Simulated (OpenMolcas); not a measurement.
# One shape, several levels: triplet SiHCl2OF

We compute a comparison of 5 runs (UHF/STO-3G, UHF/def2-SVP, U-r2SCAN/def2-SVP, UB3LYP/6-31G*, ROCCSD(T)/def2-SVP) of triplet SiHCl2OF. 

The results are computed with OpenMolcas 26.06.

## Step 1: Starting point

SiHCl2OF has 6 atoms, charge 0, and is taken as a triplet. As SMILES of the parent species, `O[Si](F)(Cl)Cl`. Geometry: relaxed at PBE0-D4/def2-TZVP. This is one conformer, not always the lowest. That shape belongs to the parent species and isn't relaxed for this state.

Bond lengths: O1–Si2 1.612 Å, Si2–F3 1.579 Å, Si2–Cl4 2.026 Å, Si2–Cl5 2.011 Å, O1–H6 0.959 Å. Angles: O1–Si2–F3 111.1°, O1–Si2–Cl4 111.7°, O1–Si2–Cl5 107.8°, F3–Si2–Cl4 106.6°, F3–Si2–Cl5 108.3°, Cl4–Si2–Cl5 111.3°, Si2–O1–H6 118.9°.

## Step 2: A single-point energy at UHF/STO-3G (run 1)

geom.xyz reads:

```xyz
6

O     -0.507700     0.453700     1.122500
Si     0.219500     0.013400    -0.247400
F      1.583200    -0.726700     0.044400
Cl    -0.921300    -1.272900    -1.319600
Cl     0.618000     1.683900    -1.294500
H     -0.949600    -0.215500     1.648500
```

calc.inp reads:

```
* Cl2FHOSi Hartree-Fock
>>> EXPORT MOLCAS_PRINT=2

&GATEWAY
 BasLib=$CurrDir
 Coord=geom.xyz
 Basis=STO-3G
 Group=NoSym

&SEWARD

&SCF
 UHF
 Spin=3
 Thresholds=1e-10 1e-07 1e-07 1e-05
 PrOrbitals=1 1
```

The basis set STO-3G is read from a file made from the Basis Set Exchange's data (not shown).

The run is started by

```sh
$ export MOLCAS_MEM=1860
$ pymolcas calc.inp > calc.log
```

Standard output:

```text
--- Start Module: gateway ---
[...]
--- Stop Module: gateway /rc=_RC_ALL_IS_WELL_ ---
--- Start Module: seward ---
[...]
      Basis functions           38
--- Stop Module: seward /rc=_RC_ALL_IS_WELL_ ---
--- Start Module: scf ---
[...]
       Convergence after  26 Iterations
[...]
::    Total SCF energy                              -1367.0640913354
[...]
      Total spin, S                                     1.0032511291
[...]
      Total electronic charge=   66.000000
      Total            charge=   -0.000000
[...]
      Dipole Moment (debye):
      Origin of the operator (angstrom)=    0.1235    0.0596   -0.5815
                   X= -9.1593E-01               Y= -6.8014E-01               Z=  6.5594E+00           Total=  6.6578E+00
      Quadrupole Moment (debye*angstrom):
[...]
--- Stop Module: scf /rc=_RC_ALL_IS_WELL_ ---
[...]
```

Run time: 1.5 s. Hardware: 1 thread of Intel Xeon 6975P-C (Granite Rapids), shared host; peak memory 0.37 GiB.

## Step 3: A single-point energy at UHF/def2-SVP (run 2)

calc.inp reads:

```
&gateway
  baslib=$CurrDir
  coord
  6
  bohr
  O     -0.95941395     0.85736874     2.12121757
  Si     0.41479488     0.02532233    -0.46751824
  F      2.99181440    -1.37326397     0.08390384
  Cl    -1.74100468    -2.40543238    -2.49368259
  Cl     1.16785075     3.18210982    -2.44625047
  H     -1.79448393    -0.40723598     3.11521352
  basis=def2-SVP
  group=NoSym

&seward

&scf
  uhf
  spin=3
  thresholds=1e-10 1e-07 1e-07 1e-05
  prorbitals=1 2
```

The basis set def2-SVP is read from a file made from the Basis Set Exchange's data (not shown).

The run is started by

```sh
$ export MOLCAS_MEM=1860
$ pymolcas calc.inp > calc.log
```

Standard output:

```text
--- Start Module: gateway ---
[...]
--- Stop Module: gateway /rc=_RC_ALL_IS_WELL_ ---
--- Start Module: seward ---
[...]
      Basis functions           87
--- Stop Module: seward /rc=_RC_ALL_IS_WELL_ ---
[...]
--- Start Module: scf ---
[...]
       Convergence after  71 Iterations
[...]
::    Total SCF energy                              -1382.2088773333
[...]
      Total spin, S                                     1.0019824258
[...]
      Total electronic charge=   66.000000
      Total            charge=   -0.000000
[...]
      Dipole Moment (debye):
      Origin of the operator (angstrom)=    0.1235    0.0596   -0.5815
                   X=  5.4246E-01               Y=  1.5487E+00               Z= -1.5712E+00           Total=  2.2719E+00
      Quadrupole Moment (debye*angstrom):
[...]
--- Stop Module: scf /rc=_RC_ALL_IS_WELL_ ---
[...]
```

Wall time 17 s (1 thread of Intel Xeon 6975P-C (Granite Rapids), shared host); peak memory 0.48 GiB.

Runs 3 to 4 aren't shown in full; the table further down has their settings and results.

## Step 4: A single-point energy at ROCCSD(T)/def2-SVP (run 5)

run.inp reads:

```
* Cl2FHOSi CCSD(T)
&GATEWAY
BASLIB = $CurrDir
COORD
6
angstrom
O       -0.507700       0.453700       1.122500
Si       0.219500       0.013400      -0.247400
F        1.583200      -0.726700       0.044400
Cl      -0.921300      -1.272900      -1.319600
Cl       0.618000       1.683900      -1.294500
H       -0.949600      -0.215500       1.648500
BASIS = def2-SVP
GROUP = NoSym
&SEWARD
&SCF
UHF
SPIN = 3
THRESHOLDS = 1e-10 1e-07 1e-07 1e-05
PRORBITALS = 1
&RASSCF
FILEORB = $Project.UnaOrb
SPIN = 3
NACTEL = 2 0 0
INACTIVE = 32
RAS2 = 2
OUTORBITALS = Canonical
ORBLISTING = Few
&MOTRA
JOBIPH
FROZEN = 17
&CCSDT
CCT
TRIPLES = 3
ITERATIONS = 80
ACCURACY = 1e-08
EXTRAPOLATION = 5 4
```

The basis set def2-SVP is read from a file made from the Basis Set Exchange's data (not shown).

The run is started by

```sh
$ export MOLCAS_MEM=1860
$ pymolcas run.inp > run.log
```

Standard output:

```text
--- Start Module: gateway ---
[...]
--- Stop Module: gateway /rc=_RC_ALL_IS_WELL_ ---
[...]
      Basis functions           87
[...]
       Convergence after  91 Iterations
[...]
::    Total SCF energy                              -1382.2088773340
[...]
      Total spin, S                                     1.0019824260
[...]
      Number of active orbitals                  2
[...]
      Spin quantum number                      1.0
[...]
      Active orbitals                            2
[...]
      Number of CSFs                             1
[...]
      Number of root(s) required                 1
[...]
      Convergence after 13 iterations
[...]
      printout of CI-coefficients larger than  0.05 for root  1
      energy=   -1382.203831
      conf/sym  11     Coeff  Weight
             1  uu   1.00000 1.00000
      Natural orbitals and occupation numbers for root  1
      sym 1:   1.000000   1.000000
      ************************************************************************************************************************
      *                                                    Final results                                                     *
[...]
::    RASSCF root number  1 Total energy:  -1382.20383051
[...]
      Total electronic charge=   66.000000
      Total            charge=   -0.000000
[...]
      Dipole Moment (debye):
      Origin of the operator (angstrom)=    0.1235    0.0596   -0.5815
                   X=  5.4306E-01               Y=  1.5446E+00               Z= -1.5739E+00           Total=  2.2711E+00
      Quadrupole Moment (debye*angstrom):
[...]
--- Start Module: motra ---
[...]
      Convergence after                    52  Iterations
      Total energy (diff) :   -1382.93520720       0.00000000
[...]
 METHOD                       : CCSD+T(CCSD)+<T3(1)WT1>+<T3(1)UT2> = CCSD(T)
[...]
       CCSD     =     -1382.9352071989103
[...]
```

Run time: 1.8 min. Hardware: 1 thread of Intel Xeon 6975P-C (Granite Rapids), shared host; peak memory 0.48 GiB.

## Step 5: Overview of the runs

| run | level | integration grid | Cartesian functions | energy (Eh) | dipole moment (D) | HOMO energy (eV) | ⟨S²⟩ | wall time |
| --- | --- | --- | --- | --- | --- | --- | --- | --- |
| 1 | UHF/STO-3G | – | no | -1367.064091 | 6.66 | -1.05 | 2.010 | 1.5 s |
| 2 | UHF/def2-SVP | – | no | -1382.208877 | 2.27 | -4.39 | 2.006 | 17 s |
| 3 | U-r2SCAN/def2-SVP | UltraFine | no | -1384.801542 | 1.05 | -1.00 | 2.004 | 50 s |
| 4 | UB3LYP/6-31G* (Cartesian functions) | UltraFine | yes | -1385.465684 | 1.24 | -1.52 | 2.004 | 46 s |
| 5 | ROCCSD(T)/def2-SVP | – | no | -1382.950882 | – | – | – | 1.8 min |

## Step 6: What came out

```
             quantity           value
  run 5: total energy  -1382.95088 Eh
run 5: (T) correction      -15.68 mEh
```

**Reading.** Over runs 1, 2, 3, 4 the dipole moment (its size) runs from 1.05 D (U-r2SCAN/def2-SVP) to 6.66 D (UHF/STO-3G). The two ends differ in method and basis. The two dipoles point in opposite directions. So wide a spread suggests that the runs ended on unlike SCF solutions, not only an effect of the method. Totals of different functionals can't be ranked against each other. In run 1 the basis is minimal, so the values are rough. All runs together took 3.7 min, the longest 1.8 min.
